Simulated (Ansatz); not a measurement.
FGaH₂SSi, SMILES [F][Ga]1[SiH2][S]1, a rigid scan of one bond length

Computed with the Ansatz DFT code, driven from Python.

Script `scan_fgah2ssi.py`:
```python
# -*- coding: utf-8 -*-
import ansatz as az
import numpy as np


def main():
    geometry_ang = [
        ('F', (0.0422, -1.4839, 0.767)),
        ('Ga', (-1.3597, -0.656, -0.1284)),
        ('Si', (0.356, 0.1564, -0.4457)),
        ('S', (-0.1055, 0.2606, 1.6323)),
        ('H', (1.7118, 0.7697, -0.6238)),
        ('H', (-0.6028, 0.8892, -1.2475)),
    ]
    molecule = az.Crystal.molecule()
    for symbol, xyz in geometry_ang:
        molecule = molecule.atom(symbol, xyz)

    symbols = [site.symbol for site in molecule.cartesian_sites]
    start = np.array([site.position_ang for site in molecule.cartesian_sites])
    axis = (start[5] - start[2]) / np.linalg.norm(start[5] - start[2])
    moving = [5]
    lengths, energies = [1.23, 1.33, 1.45, 1.59, 1.81, 2.17, 2.61, 3.19], []
    for length in lengths:
        xyz = start.copy()
        xyz[moving] += (length - np.linalg.norm(start[5] - start[2])) * axis
        point = az.Crystal.molecule()
        for symbol, place in zip(symbols, xyz):
            point = point.atom(symbol, place.tolist())
        setup = point.calculation()
        setup = setup.basis(gaussian='def2-SVP').functional('pbe0')
        setup = setup.spin('collinear')
        r = setup.run().report
        energies.append(r['free_energy_ev'])
        print(f'r = {length:6.3f} A  E = {energies[-1]:.5f} eV  <S^2> = {abs(r["mean_field"]["state"]["spin_squared"]):.3f}')

    print('energy above the lowest point (eV):', [round(e - min(energies), 3) for e in energies])


if __name__ == '__main__':
    main()
```

Output of `python scan_fgah2ssi.py`:
```text
r =  1.230 A  E = -73802.79679 eV  <S^2> = 0.888
r =  1.330 A  E = -73803.46918 eV  <S^2> = 0.897
r =  1.450 A  E = -73803.82711 eV  <S^2> = 0.911
r =  1.590 A  E = -73803.87328 eV  <S^2> = 0.929
r =  1.810 A  E = -73803.56056 eV  <S^2> = 0.961
r =  2.170 A  E = -73802.78759 eV  <S^2> = 1.013
r =  2.610 A  E = -73802.09518 eV  <S^2> = 1.218
r =  3.190 A  E = -73801.86844 eV  <S^2> = 1.052
energy above the lowest point (eV): [1.076, 0.404, 0.046, 0.0, 0.313, 1.086, 1.778, 2.005]
```

Notes:
- Total energies depend on the basis set; only differences at equal settings carry meaning.
- The rest of the molecule is held rigid at a force-field or estimated start geometry, and the basis set is modest; single-reference methods fail as a bond breaks.
- The expectation value of S² is noticeably off S(S+1) in at least one run, so that state is spin-contaminated.
- Run time: 4.4 min on 1 thread of Arm Neoverse V1, on a shared host, peak memory 0.39 GiB.
